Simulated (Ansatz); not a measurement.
# Cl₃FH₂Si (built from SMILES Cl[SiH](Cl)Cl.F): a reaction path by the nudged elastic band

What path joins these two structures, and how high does it climb? Both ends were relaxed at PBE0-D4 in triple zeta. A second band with other settings follows.

Method: PBE0-D4/def2-SVP; program: Ansatz 0.2.0, Gaussian basis.

23 further runs of the same task are left out: 1 that didn't finish, 22 set aside as unsound or not needed.

## (1) The starting structure

The first end: 7 atoms, charge 0, spin multiplicity 1.

Atoms are counted from 1 here; the program's logs count them from 0.

Bond lengths: Si1–Cl2 2.053 Å, Si1–Cl3 2.026 Å, Si1–Cl4 2.022 Å, Si1–H5 1.467 Å, H6–F7 0.926 Å. Angles: Cl2–Si1–Cl3 108.1°, Cl2–Si1–Cl4 108.8°, Cl2–Si1–H5 108.8°, Cl3–Si1–Cl4 110.1°, Cl3–Si1–H5 110.3°, Cl4–Si1–H5 110.7°.

As a file:

```xyz
7
charge 0, multiplicity 1
Si   -0.1297    0.1305   -0.8823
Cl    1.3912   -0.9494   -0.0240
Cl   -0.0736   -0.1867   -2.8829
Cl    0.1564    2.0923   -0.4830
H    -1.4075   -0.3312   -0.3301
H     0.3943   -0.5434    2.0659
F    -0.3312   -0.2121    2.5364
```

The second end:

```xyz
7
charge 0, multiplicity 1
Si   -0.9447    0.3756   -0.4243
Cl    2.7399   -0.9685    1.0308
Cl   -0.3197   -0.6682   -2.0354
Cl    0.0110    2.1500   -0.3039
H    -2.3988    0.5657   -0.4556
H     1.4900   -0.9887    1.3127
F    -0.5776   -0.4660    0.8756
```

## (2) The band at PBE0-D4/def2-SVP

Contents of neb/in.yaml:

```yaml
crystal:
  periodic: [false, false, false]
  atoms:
    - {symbol: Si, position_ang: [-0.129695, 0.130499, -0.882301]}
    - {symbol: Cl, position_ang: [1.391222, -0.949358, -0.023999]}
    - {symbol: Cl, position_ang: [-0.073617, -0.186728, -2.882898]}
    - {symbol: Cl, position_ang: [0.156352, 2.092270, -0.482990]}
    - {symbol: H, position_ang: [-1.407460, -0.331182, -0.330148]}
    - {symbol: H, position_ang: [0.394349, -0.543357, 2.065873]}
    - {symbol: F, position_ang: [-0.331151, -0.212145, 2.536362]}
basis:
  gaussian: {orbitals: def2-SVP}
hamiltonian: {xc: pbe0, dispersion: d4}
neb:
  images: 5
  climbing: true
  max_iterations: 40
  initial_path: idpp
  final_atoms:
    - {symbol: Si, position_ang: [-0.944736, 0.375648, -0.424275]}
    - {symbol: Cl, position_ang: [2.739911, -0.968499, 1.030763]}
    - {symbol: Cl, position_ang: [-0.319750, -0.668237, -2.035419]}
    - {symbol: Cl, position_ang: [0.010989, 2.149999, -0.303912]}
    - {symbol: H, position_ang: [-2.398825, 0.565748, -0.455642]}
    - {symbol: H, position_ang: [1.489993, -0.988682, 1.312741]}
    - {symbol: F, position_ang: [-0.577581, -0.465977, 0.875645]}
```

Started as:

```bash
> ansatz run in.yaml --threads 4 --pin off --events-out ev --progress --plain --max-ram 9574MiB
```

## (3) The band at PBE0-D4/cc-pVDZ, other settings

Edit neb/in.yaml of step 2 so:

```diff
@@ -11,9 +11,10 @@
 basis:
-  gaussian: {orbitals: def2-SVP}
+  gaussian: {orbitals: cc-pVDZ}
 hamiltonian: {xc: pbe0, dispersion: d4}
 neb:
-  images: 5
+  images: 7
   climbing: true
-  max_iterations: 40
+  max_iterations: 25
   initial_path: idpp
+  f_tol: 0.1
   final_atoms:
```

**Question.** What will these runs give? Wanted: from earlier runs: barrier over the separately found saddle, CCSD(T)/def2-TZVPP.

As calculated:

| quantity | value |
| --- | --- |
| PBE0-D4/def2-SVP, 10 iterations | highest 1.105 eV (image 3), last end -0.363 eV |
| PBE0-D4/cc-pVDZ, 9 iterations | highest 1.009 eV (image 4), last end -0.326 eV |
| from earlier runs: barrier over the separately found saddle, CCSD(T)/def2-TZVPP | 1.464 eV |

**Reading.** The highest image lies 1.105 eV above the first end, and it climbed, so it estimates the saddle. The ends are not quite minima at this level (largest force component 0.74 eV/Å), so the heights are unreliable: relaxing the first end would lower it and raise the barrier above it. The highest image is 0.359 eV below the CCSD(T) barrier in triple zeta, which comes from separate runs on the saddle. The second band's highest image lies at 1.009 eV; the levels differ.
